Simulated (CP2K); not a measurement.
Runs of CP2K 2026.2 on NbTe. It takes space group P-6m2 (No. 187, hexagonal). The conventional cell has a = 3.703 Å, b = 3.703 Å, c = 3.694 Å, α = 90.00°, β = 90.00°, γ = 120.00°. Around Te (site symmetry -6m2) lie 6 Nb at 2.83 Å. Nb (site symmetry -6m2) is surrounded by 6 Te at 2.83 Å. The cell comes from a database or a generator and needn't be the stable form of this composition.

```tsv
task	level	smearing	NGRIDS	gap on the mesh (eV)	pressure (GPa)
single point	PBEsol	gaussian 0.1 eV	5	none	-1.7
single point	PBE	fermi-dirac 0.05 eV	4	none	1.7
single point	PBEsol	gaussian 0.05 eV	4	none	-1.7
single point	RPBE	gaussian 0.02 eV	5	none	(a)
```

Alike in all rows: potentials or basis POTENTIAL_UZH Te GTH-PBE-q6, Nb GTH-PBE-q13; TZVP-MOLOPT-PBE-GTH basis; no spin polarisation; cell as given; k mesh 8 × 8 × 7.

Problem. Fill in the values left out.

Solution. (a) 3.1.

Caveats: the basis of atomic orbitals isn't converged, which shifts pressures, moduli and gaps; the potentials were made for another functional, which shifts forces and pressure (some runs).

A k mesh can miss the band edges, and the runs leave out spin-orbit coupling on Nb, Te.

A gap of «none» marks a metal or a gap under the smearing width.

Not every run made on this cell is shown here.
